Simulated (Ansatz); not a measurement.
# C7H12: a ladder of functionals and wavefunction methods

An exercise on one series of results from a longer session: the logs are not shown, and one member is left open.

Program: Ansatz 0.2.0, Gaussian basis. Level of theory: functionals in def2-TZVPP, the program's frozen cores in correlated methods. These are calculated values, not measurements.

Plan: LDA (SPW92), PBE-D4, revPBE-D4, BLYP-D4, r2SCAN-D4, B97M-V, PBE0-D4, B3LYP-D4, r2SCANh-D4, r2SCAN0-D4, HSE06-D4, BHLYP-D4, CAM-B3LYP-D4, LC-ωPBE, ωB97X-V, ωB97M-V, B2PLYP, PBE-QIDH; CCSD(T)/def2-SVP; CCSD(T)/def2-TZVPP; MP2/def2-QZVPP; extrapolation to the limit; RPA on PBE.

1 further run of the same task is left out (it didn't finish).

## The geometry

All runs share one geometry, relaxed beforehand with PBE0-D4 in a triple-zeta def2 set.

SMILES `CC#CCCCC`, 19 atoms, charge 0, spin multiplicity 1.

Atoms are counted from 1 here; the program's logs count them from 0.

Bond lengths: C1–C2 1.451 Å, C1–H8 1.093 Å, C1–H9 1.093 Å, C1–H10 1.093 Å, C2–C3 1.203 Å, C3–C4 1.455 Å, C4–C5 1.530 Å, C4–H11 1.095 Å, C4–H12 1.097 Å, C5–C6 1.519 Å, C5–H13 1.095 Å, C5–H14 1.096 Å, C6–C7 1.518 Å, C6–H15 1.097 Å, C6–H16 1.095 Å, C7–H17 1.094 Å, C7–H18 1.094 Å, C7–H19 1.092 Å. Angles: C2–C1–H8 111.1°, C2–C1–H9 111.1°, C2–C1–H10 111.2°, H8–C1–H9 107.8°, H8–C1–H10 107.8°, H9–C1–H10 107.8°, C1–C2–C3 179.7°, C2–C3–C4 178.9°, C3–C4–C5 113.3°, C3–C4–H11 109.0°, C3–C4–H12 109.2°, C5–C4–H11 109.6°, C5–C4–H12 109.4°, H11–C4–H12 106.2°, C4–C5–C6 113.5°, C4–C5–H13 108.9°, C4–C5–H14 108.4°, C6–C5–H13 109.5° and more.

Set-up of the first run:

Input file in.yaml:

```yaml
crystal:
  periodic: [false, false, false]
  atoms:
    - {symbol: C, position_ang: [0.958725, -2.535769, -2.395792]}
    - {symbol: C, position_ang: [0.558704, -1.996487, -1.109412]}
    - {symbol: C, position_ang: [0.230327, -1.554680, -0.040156]}
    - {symbol: C, position_ang: [-0.182374, -1.000598, 1.240624]}
    - {symbol: C, position_ang: [-0.813316, 0.388010, 1.124126]}
    - {symbol: C, position_ang: [0.140192, 1.442436, 0.590348]}
    - {symbol: C, position_ang: [-0.509274, 2.808835, 0.461082]}
    - {symbol: H, position_ang: [1.157481, -1.735646, -3.113511]}
    - {symbol: H, position_ang: [1.868086, -3.135393, -2.304642]}
    - {symbol: H, position_ang: [0.177634, -3.174730, -2.815749]}
    - {symbol: H, position_ang: [-0.891826, -1.686973, 1.714862]}
    - {symbol: H, position_ang: [0.686618, -0.950274, 1.907598]}
    - {symbol: H, position_ang: [-1.692276, 0.325678, 0.473548]}
    - {symbol: H, position_ang: [-1.175830, 0.687349, 2.113945]}
    - {symbol: H, position_ang: [1.011277, 1.507322, 1.253305]}
    - {symbol: H, position_ang: [0.521853, 1.116550, -0.382549]}
    - {symbol: H, position_ang: [-0.879533, 3.165651, 1.426642]}
    - {symbol: H, position_ang: [-1.360523, 2.775709, -0.224840]}
    - {symbol: H, position_ang: [0.194069, 3.552990, 0.080546]}
basis:
  gaussian: {orbitals: def2-TZVPP}
hamiltonian: {xc: lda}
output: {orbitals: {seedname: orbitals}}
```

The run is started by

```sh
$ ansatz run in.yaml --threads 2 --pin off --events-out ev --progress --plain --max-ram 32768MiB --backend cuda --devices 0, --max-vram 18GiB
```

Among the steps run: LDA; PBE-D4 (GGA); revPBE-D4 (GGA); BLYP-D4 (GGA); r2SCAN-D4 (meta-GGA); B97M-V (meta-GGA); B3LYP-D4 (hybrid); r2SCANh-D4 (hybrid); r2SCAN0-D4 (hybrid); HSE06-D4 (hybrid); BHLYP-D4 (hybrid); CAM-B3LYP-D4 (range-separated); LC-ωPBE (range-separated); ωB97X-V (range-separated); ωB97M-V (range-separated); B2PLYP (double hybrid); PBE-QIDH (double hybrid).

One of the session's tables, all rows but one given; the rest of the session is left out.

It belongs to the step «Frontier levels by functional». 

| functional | HOMO (eV) | LUMO (eV) | gap (eV) |
| --- | --- | --- | --- |
| LDA (SPW92) | -6.00 | 0.05 | 6.06 |
| PBE-D4 | -5.86 | 0.24 | 6.10 |
| revPBE-D4 | -5.80 | 0.32 | 6.13 |
| BLYP-D4 | -5.72 | 0.28 | 6.00 |
| r2SCAN-D4 | -6.06 | 0.73 | 6.79 |
| B97M-V | ? | ? | ? |
| PBE0-D4 | -7.06 | 1.09 | 8.15 |
| B3LYP-D4 | -6.84 | 0.78 | 7.62 |
| r2SCANh-D4 | -6.52 | 1.04 | 7.55 |
| r2SCAN0-D4 | -7.20 | 1.46 | 8.66 |
| HSE06-D4 | -6.66 | 0.72 | 7.38 |
| BHLYP-D4 | -8.14 | 1.73 | 9.87 |
| CAM-B3LYP-D4 | -8.41 | 1.89 | 10.30 |
| LC-ωPBE | -9.81 | 3.17 | 12.98 |
| ωB97X-V | -9.43 | 2.96 | 12.38 |
| ωB97M-V | -9.31 | 2.55 | 11.86 |

Estimate the missing values for B97M-V.

The run gave: HOMO (eV): -6.10; LUMO (eV): 0.43; gap (eV): 6.53. In the column «HOMO (eV)» it lies between r2SCANh-D4 (-6.52) and r2SCAN-D4 (-6.06).
